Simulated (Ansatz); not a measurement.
**C2H7ClOSi: small, medium and large basis sets**

An exercise on one series of results from a longer session: the logs are not shown, and one member is left open.

Computed with Ansatz 0.2.0, Gaussian basis. Level: one geometry, several basis sets.

The runs, in order: PBE0-D4/def2-SVP; ωB97M-V/def2-SVP; PBE0-D4/def2-QZVPP; ωB97M-V/def2-QZVPP; the functionals' def2-TZVPP values are taken from earlier runs.

### The relaxed structure

An earlier PBE0-D4 in a triple-zeta def2 set relaxation fixed the geometry.

12 atoms, charge 0, spin multiplicity 1.

Atoms are counted from 1 here; the program's logs count them from 0.

Bond lengths: C1–O2 1.410 Å, C1–H6 1.095 Å, C1–H7 1.096 Å, C1–H8 1.091 Å, O2–Si3 1.630 Å, Si3–C4 1.853 Å, Si3–Cl5 2.067 Å, Si3–H9 1.476 Å, C4–H10 1.092 Å, C4–H11 1.093 Å, C4–H12 1.092 Å. Angles: O2–C1–H6 111.2°, O2–C1–H7 111.5°, O2–C1–H8 108.0°, H6–C1–H7 108.8°, H6–C1–H8 108.8°, H7–C1–H8 108.5°, C1–O2–Si3 125.4°, O2–Si3–C4 113.1°, O2–Si3–Cl5 109.4°, O2–Si3–H9 105.7°, C4–Si3–Cl5 107.5°, C4–Si3–H9 113.2°, Cl5–Si3–H9 107.8°, Si3–C4–H10 111.2°, Si3–C4–H11 110.4°, Si3–C4–H12 110.2°, H10–C4–H11 108.6°, H10–C4–H12 107.9° and more.

Coordinates:

```tsv
atom	x (Å)	y (Å)	z (Å)
C1	-1.80848	0.53083	-0.20230
O2	-0.98598	0.08570	0.85282
Si3	0.64401	0.09866	0.85053
C4	1.37851	-0.94174	-0.49579
Cl5	1.31656	2.03440	0.57669
H6	-1.62640	1.58649	-0.42683
H7	-1.64719	-0.05679	-1.11276
H8	-2.84791	0.41217	0.10639
H9	1.04872	-0.33157	2.20373
H10	1.09292	-0.57101	-1.48290
H11	1.04310	-1.97789	-0.40186
H12	2.46903	-0.92446	-0.43385
```

The first run:

Contents of in.yaml:

```yaml
crystal:
  periodic: [false, false, false]
  atoms:
    - {symbol: C, position_ang: [-1.808480, 0.530835, -0.202296]}
    - {symbol: O, position_ang: [-0.985978, 0.085697, 0.852824]}
    - {symbol: Si, position_ang: [0.644012, 0.098659, 0.850532]}
    - {symbol: C, position_ang: [1.378506, -0.941738, -0.495786]}
    - {symbol: Cl, position_ang: [1.316561, 2.034404, 0.576692]}
    - {symbol: H, position_ang: [-1.626404, 1.586494, -0.426833]}
    - {symbol: H, position_ang: [-1.647190, -0.056793, -1.112757]}
    - {symbol: H, position_ang: [-2.847907, 0.412172, 0.106393]}
    - {symbol: H, position_ang: [1.048725, -0.331574, 2.203733]}
    - {symbol: H, position_ang: [1.092922, -0.571006, -1.482895]}
    - {symbol: H, position_ang: [1.043100, -1.977886, -0.401858]}
    - {symbol: H, position_ang: [2.469035, -0.924464, -0.433849]}
basis:
  gaussian: {orbitals: def2-SVP}
hamiltonian: {xc: pbe0, dispersion: d4}
output: {orbitals: {seedname: orbitals}}
```

Among the steps run: PBE0-D4 in def2-SVP; ωB97M-V in def2-SVP; PBE0-D4 in def2-QZVPP; ωB97M-V in def2-QZVPP.

One of the session's tables, all rows but one given; the rest of the session is left out.

It belongs to the step «Functionals by basis». 

| functional | basis | HOMO (eV) | LUMO (eV) |
| --- | --- | --- | --- |
| PBE0-D4 | def2-SVP | ? | ? |
| PBE0-D4 | def2-TZVPP | -8.37 | 1.06 |
| PBE0-D4 | def2-QZVPP | -8.40 | 0.54 |
| ωB97M-V | def2-SVP | -10.53 | 3.19 |
| ωB97M-V | def2-TZVPP | -10.68 | 2.48 |
| ωB97M-V | def2-QZVPP | -10.71 | 1.66 |

Estimate the missing values for PBE0-D4, def2-SVP.

The run gave: HOMO (eV): -8.26; LUMO (eV): 1.54. In the column «HOMO (eV)» it is the highest.
